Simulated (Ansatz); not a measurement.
# BClFH3OSi: up Jacob's ladder to CCSD(T)

The task here is to estimate one member of a computed series from the others.

The runs use Ansatz 0.2.0, Gaussian basis; functionals in def2-TZVPP, the program's frozen cores in correlated methods.

The runs, in order: LDA (SPW92), PBE-D4, revPBE-D4, BLYP-D4, r2SCAN-D4, B97M-V, PBE0-D4, B3LYP-D4, r2SCANh-D4, r2SCAN0-D4, HSE06-D4, BHLYP-D4, CAM-B3LYP-D4, LC-ωPBE, ωB97X-V, ωB97M-V, B2PLYP, PBE-QIDH; CCSD(T)/def2-SVP; CCSD(T)/def2-TZVPP; MP2/def2-QZVPP; extrapolation to the limit; RPA on PBE.

## The relaxed structure

The geometry comes from an earlier relaxation with PBE0-D4 in a triple-zeta def2 set; it is a stationary point, not always the lowest conformer.

SMILES `B[Si](O)(F)Cl`, 8 atoms, charge 0, spin multiplicity 1.

Atoms are counted from 1 here; the program's logs count them from 0.

Bond lengths: B1–Si2 1.994 Å, B1–H6 1.193 Å, B1–H7 1.193 Å, Si2–O3 1.624 Å, Si2–F4 1.594 Å, Si2–Cl5 2.059 Å, O3–H8 0.959 Å. Angles: Si2–B1–H6 120.7°, Si2–B1–H7 120.1°, H6–B1–H7 119.0°, B1–Si2–O3 112.3°, B1–Si2–F4 114.7°, B1–Si2–Cl5 104.2°, O3–Si2–F4 108.7°, O3–Si2–Cl5 111.3°, F4–Si2–Cl5 105.4°, Si2–O3–H8 119.5°.

Set-up of the first run:

The input, in.yaml:

```yaml
crystal:
  periodic: [false, false, false]
  atoms:
    - {symbol: B, position_ang: [-1.034669, 1.091072, -0.158326]}
    - {symbol: Si, position_ang: [0.320954, -0.370326, -0.184036]}
    - {symbol: O, position_ang: [0.402630, -1.160841, 1.232069]}
    - {symbol: F, position_ang: [0.128217, -1.436083, -1.353687]}
    - {symbol: Cl, position_ang: [2.092338, 0.590027, -0.607321]}
    - {symbol: H, position_ang: [-1.596094, 1.418971, -1.158406]}
    - {symbol: H, position_ang: [-1.234221, 1.704779, 0.844636]}
    - {symbol: H, position_ang: [1.013045, -1.894700, 1.329269]}
basis:
  gaussian: {orbitals: def2-TZVPP}
hamiltonian: {xc: lda}
output: {orbitals: {seedname: orbitals}}
```

Launch:

```console
ansatz run in.yaml --threads 2 --pin off --events-out ev --progress --plain --max-ram 4352MiB
```

Steps of the session up to this table: LDA; PBE-D4 (GGA); revPBE-D4 (GGA); BLYP-D4 (GGA); r2SCAN-D4 (meta-GGA); B97M-V (meta-GGA); B3LYP-D4 (hybrid); r2SCANh-D4 (hybrid); r2SCAN0-D4 (hybrid); HSE06-D4 (hybrid); BHLYP-D4 (hybrid); CAM-B3LYP-D4 (range-separated); LC-ωPBE (range-separated); ωB97X-V (range-separated); ωB97M-V (range-separated); B2PLYP (double hybrid); PBE-QIDH (double hybrid).

One of the session's tables, all rows but one given; the rest of the session is left out.

It belongs to the step «Frontier levels by functional». 

| functional | HOMO (eV) | LUMO (eV) | gap (eV) |
| --- | --- | --- | --- |
| LDA (SPW92) | -7.65 | -4.16 | 3.49 |
| PBE-D4 | -7.53 | -3.84 | 3.69 |
| revPBE-D4 | -7.48 | -3.71 | 3.77 |
| BLYP-D4 | -7.42 | -3.65 | 3.77 |
| r2SCAN-D4 | -7.83 | -3.50 | 4.33 |
| B97M-V | ? | ? | ? |
| PBE0-D4 | -8.84 | -2.84 | 6.00 |
| B3LYP-D4 | -8.63 | -3.03 | 5.60 |
| r2SCANh-D4 | -8.31 | -3.16 | 5.16 |
| r2SCAN0-D4 | -9.04 | -2.64 | 6.39 |
| HSE06-D4 | -8.44 | -3.22 | 5.22 |
| BHLYP-D4 | -10.07 | -1.74 | 8.33 |
| CAM-B3LYP-D4 | -10.22 | -1.69 | 8.53 |
| LC-ωPBE | -11.56 | -0.46 | 11.10 |
| ωB97X-V | -11.21 | -0.57 | 10.64 |
| ωB97M-V | -11.00 | -0.83 | 10.17 |

**Question.** Estimate the row for B97M-V.

**Answer.** HOMO (eV): -7.91; LUMO (eV): -3.62; gap (eV): 4.29. In the column «HOMO (eV)» it lies between r2SCANh-D4 (-8.31) and r2SCAN-D4 (-7.83).
